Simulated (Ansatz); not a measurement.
# BrClFHOSi: small, medium and large basis sets

An exercise on one series of results from a longer session: the logs are not shown, and one member is left open.

Method: one geometry, several basis sets; program: Ansatz 0.2.0, Gaussian basis.

Plan: PBE0-D4/def2-SVP; ωB97M-V/def2-SVP; PBE0-D4/def2-QZVPP; ωB97M-V/def2-QZVPP; the functionals' def2-TZVPP values are taken from earlier runs.

### The geometry

The geometry comes from an earlier relaxation with PBE0-D4 in a triple-zeta def2 set; it is a stationary point.

SMILES `O[Si](F)(Cl)Br`, 6 atoms, charge 0, spin multiplicity 1.

Atoms are counted from 1 here; the program's logs count them from 0.

Bond lengths: O1–Si2 1.613 Å, O1–H6 0.959 Å, Si2–F3 1.580 Å, Si2–Cl4 2.028 Å, Si2–Br5 2.176 Å. Angles: Si2–O1–H6 118.7°, O1–Si2–F3 111.0°, O1–Si2–Cl4 111.4°, O1–Si2–Br5 107.9°, F3–Si2–Cl4 106.5°, F3–Si2–Br5 108.3°, Cl4–Si2–Br5 111.7°.

Set-up of the first run:

Input file in.yaml:

```yaml
crystal:
  periodic: [false, false, false]
  atoms:
    - {symbol: O, position_ang: [-0.495467, 0.332163, 1.178536]}
    - {symbol: Si, position_ang: [0.211367, 0.017411, -0.237141]}
    - {symbol: F, position_ang: [1.621631, -0.663114, -0.028305]}
    - {symbol: Cl, position_ang: [-0.893524, -1.272318, -1.345792]}
    - {symbol: Br, position_ang: [0.511766, 1.909986, -1.268437]}
    - {symbol: H, position_ang: [-0.913674, -0.388029, 1.655040]}
basis:
  gaussian: {orbitals: def2-SVP}
hamiltonian: {xc: pbe0, dispersion: d4}
output: {orbitals: {seedname: orbitals}}
```

Steps of the session up to this table: PBE0-D4 in def2-SVP; ωB97M-V in def2-SVP; PBE0-D4 in def2-QZVPP; ωB97M-V in def2-QZVPP.

One of the session's tables, all rows but one given; the rest of the session is left out.

It belongs to the step «Density functionals: the series». 

```
functional       basis  HOMO (eV)  LUMO (eV)
   PBE0-D4    def2-SVP          ?          ?
   PBE0-D4  def2-TZVPP      -9.01      -0.10
   PBE0-D4  def2-QZVPP      -9.04      -0.32
   ωB97M-V    def2-SVP     -11.07       2.28
   ωB97M-V  def2-TZVPP     -11.22       1.68
   ωB97M-V  def2-QZVPP     -11.26       1.20
```

Estimate the missing values for PBE0-D4, def2-SVP.

As computed: HOMO (eV): -8.88; LUMO (eV): 0.28. In the column «HOMO (eV)» it is the highest.
